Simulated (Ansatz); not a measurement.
What does this script print? It uses the Ansatz DFT code, driven from Python.

`run_transition.py`:
```python
# -*- coding: utf-8 -*-
'''Pressure at which two phases of YIn cross.'''

import csv
import warnings

import ansatz as az
import numpy as np


def zincblende(a_site, b_site, a):
    return (
        az.Lattice.fcc(a)
        .space_group(216)
        .atom(a_site, [0, 0, 0])
        .atom(b_site, [0.25, 0.25, 0.25])
        .primitive()
    )


def rocksalt(a_site, b_site, a):
    return (
        az.Lattice.fcc(a)
        .space_group(225)
        .atom(a_site, [0, 0, 0])
        .atom(b_site, [0.5, 0.5, 0.5])
        .primitive()
    )


def run_phase(name, crystal, pressure=0.0):
    calc = crystal.calculation()
    calc = calc.functional(az.Functional.R2SCAN)
    calc = calc.basis(600)
    calc = calc.kpoints(spacing=0.3)
    calc = calc.occupations('fermi_dirac', width=0.1)
    calc = calc.relax(force_tolerance=0.03, cell=True, pressure=pressure)
    return calc.run()


def volume_per_atom(outcome):
    return abs(np.linalg.det(outcome.lattice.cell_ang)) / len(outcome.lattice.sites)

warnings.simplefilter('ignore', az.DeckWarning)

phases = {}
phases['zincblende'] = zincblende('Y', 'In', 6.36)
phases['rocksalt'] = rocksalt('Y', 'In', 5.95)

# H = E + PV, with 1 eV per cubic angstrom equal to 160.2 GPa
pressures = [0, 10, 20, 30]
enthalpy, volume = {name: [] for name in phases}, {name: [] for name in phases}
for p in pressures:
    for name, crystal in phases.items():
        o = run_phase(name, crystal, pressure=p)
        volume[name].append(volume_per_atom(o))
        enthalpy[name].append(o.report['energy_sigma0_ev'] / len(o.lattice.sites) + p * volume[name][-1] / 160.21766)
gap = np.array(enthalpy['rocksalt']) - np.array(enthalpy['zincblende'])
rows = [(p, va, vb, 1000 * d) for p, va, vb, d in zip(pressures, volume['zincblende'], volume['rocksalt'], gap)]
with open('transition.csv', 'w', newline='') as handle:
    writer = csv.writer(handle)
    writer.writerow(['P (GPa)', 'V zincblende (A^3/atom)', 'V rocksalt (A^3/atom)', 'H(rocksalt) - H(zincblende) (meV/atom)'])
    writer.writerows([round(v, 4) if isinstance(v, float) else v for v in row] for row in rows)
print(open('transition.csv').read())
crossings = [p0 - g0 * (p1 - p0) / (g1 - g0) for p0, p1, g0, g1 in zip(pressures, pressures[1:], gap, gap[1:]) if g0 * g1 < 0]
print('crossing near', [round(float(p), 1) for p in crossings], 'GPa') if crossings else print('no crossing in this range')
```

`python run_transition.py` gives:
```text
P (GPa),V zincblende (A^3/atom),V rocksalt (A^3/atom),H(rocksalt) - H(zincblende) (meV/atom)
0,42.4477,30.4219,-837.3975
10,33.4122,26.1784,-1401.2724
20,29.3176,23.7644,-1793.378
30,26.7274,22.0903,-2108.3929

no crossing in this range
```

Reading the output:
- Total energies depend on the potentials; only differences at equal settings carry meaning.
- No spin polarisation was allowed.
- At a fixed pressure a relaxation lowers the enthalpy F + PV, while F alone can rise.
- For the metals among these phases the mesh is modest: differences between phases can be off by up to 40 meV an atom.
- Only these two structures are compared, at zero temperature and with their symmetry kept; either may be hypothetical, and another phase may be lower than both. Differences under about 40 meV an atom lie within the error of mesh and functional.
- The cells are prototypes set up for this calculation and needn't exist.
- Hardware and time: 3.2 min on 1 thread of Arm Neoverse V2 (shared host), peak memory 0.72 GiB.

(A comment or docstring line of the script was reworded after the run, the code is as it ran; lines on the test bed's own set-up are left out of the output.)
